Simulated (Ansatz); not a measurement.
# CH4Ge (singlet): the correlation ladder, cc-pVDZ

Aim: climb from Hartree-Fock through coupled cluster and multireference methods for CH4Ge (singlet) at one geometry and basis, and see what each rung misses.

The runs use Ansatz 0.2.0, Gaussian basis; cc-pVDZ, core rule «outside noble gas», up to 15 orbitals frozen.

Plan: UHF; CCSD(T) on RHF; CCSD(T) on UHF; BCCD(T) on RHF; CISD; CCSDT(Q) on RHF; CCSDT(Q) on UHF; CASSCF and MRCISD+Q, 8 electrons in 8 orbitals; CASSCF and NEVPT4(SD), 8 electrons in 8 orbitals; CASSCF and NEVPT2, 8 electrons in 8 orbitals.

16 further runs of the same task are left out: 6 that didn't finish, 10 set aside as unsound or not needed.

### Step 1. What is computed

The geometry is a PBE0/def2-TZVP stationary point (not a proven minimum). No spin-orbit coupling is included. The filled d shell of Ge may be among the frozen orbitals whatever the setting's name suggests; the logs give the count.

6 atoms, charge 0, spin multiplicity 1.

Atoms are counted from 1 here; the program's logs count them from 0.

Bond lengths: Ge1–C2 1.963 Å, Ge1–H3 1.544 Å, Ge1–H4 1.540 Å, Ge1–H5 1.540 Å, C2–H6 1.109 Å. Angles: C2–Ge1–H3 120.4°, C2–Ge1–H4 104.4°, C2–Ge1–H5 104.4°, H3–Ge1–H4 109.4°, H3–Ge1–H5 109.4°, H4–Ge1–H5 108.2°, Ge1–C2–H6 108.7°.

### Step 2. UHF

Contents of in.yaml:

```yaml
crystal:
  periodic: [false, false, false]
  atoms:
    - {symbol: Ge, position_ang: [0.000000, 0.014339, 0.274342]}
    - {symbol: C, position_ang: [0.000000, -0.148650, -1.681807]}
    - {symbol: H, position_ang: [0.000002, 1.406130, 0.943111]}
    - {symbol: H, position_ang: [1.247538, -0.768698, 0.724686]}
    - {symbol: H, position_ang: [-1.247540, -0.768695, 0.724686]}
    - {symbol: H, position_ang: [0.000001, 0.869212, -2.123146]}
basis:
  gaussian: {orbitals: cc-pVDZ}
magnetization: {spin_polarized: true, initial_magnetization: 0}
hamiltonian: {xc: hf}
output: {orbitals: {seedname: orbitals}}
```

Launch:

```
$ ansatz run in.yaml --threads 1 --pin off --events-out ev --progress --plain --max-ram 2393MiB
```

The runs that follow: CCSD(T) on RHF; CCSD(T) on UHF; BCCD(T) on RHF; CISD; CCSDT(Q) on RHF; CCSDT(Q) on UHF; CASSCF and MRCISD+Q, 8 electrons in 8 orbitals; CASSCF and NEVPT4(SD), 8 electrons in 8 orbitals; CASSCF and NEVPT2, 8 electrons in 8 orbitals.

**Question.** What will the summary of the whole plan be? Wanted: RCCSDT(Q) below the RHF energy; RMP2 from RCCSDT(Q); UMP2 from RCCSDT(Q); RCCSD from RCCSDT(Q); RCCSD(T) from RCCSDT(Q); UCCSD(T) from RCCSDT(Q); UCCSDT(Q) from RCCSDT(Q); NEVPT2 frontier from RCCSDT(Q); NEVPT4(SD) frontier from RCCSDT(Q).

As calculated:

| quantity | value |
| --- | --- |
| RCCSDT(Q) below the RHF energy | -7.0915 eV |
| RMP2 from RCCSDT(Q) | +1523.3 meV |
| UMP2 from RCCSDT(Q) | +1302.3 meV |
| RCCSD from RCCSDT(Q) | +232.6 meV |
| RCCSD(T) from RCCSDT(Q) | +50.4 meV |
| UCCSD(T) from RCCSDT(Q) | -89.4 meV |
| UCCSDT(Q) from RCCSDT(Q) | -1.0 meV |
| NEVPT2 frontier from RCCSDT(Q) | +1301.5 meV |
| NEVPT4(SD) frontier from RCCSDT(Q) | +177.4 meV |
| levels within 1 kcal/mol (43 meV) | RCCSDT, UCCSDT, UCCSDT(Q) |
| T1 diagnostic | 0.015 |

In words: RCCSD(T) lands +50.4 meV from the yardstick (0.7 % of the correlation energy). CCSD(T) misses by +50.4 meV on the restricted determinant and by -89.4 meV on the unrestricted one; the two need not hold the same state or core. Of the multireference levels listed NEVPT4(SD) frontier comes nearest in total energy (+177.4 meV), which doesn't show that its space is the better one. These misses are within one basis, not against nature.
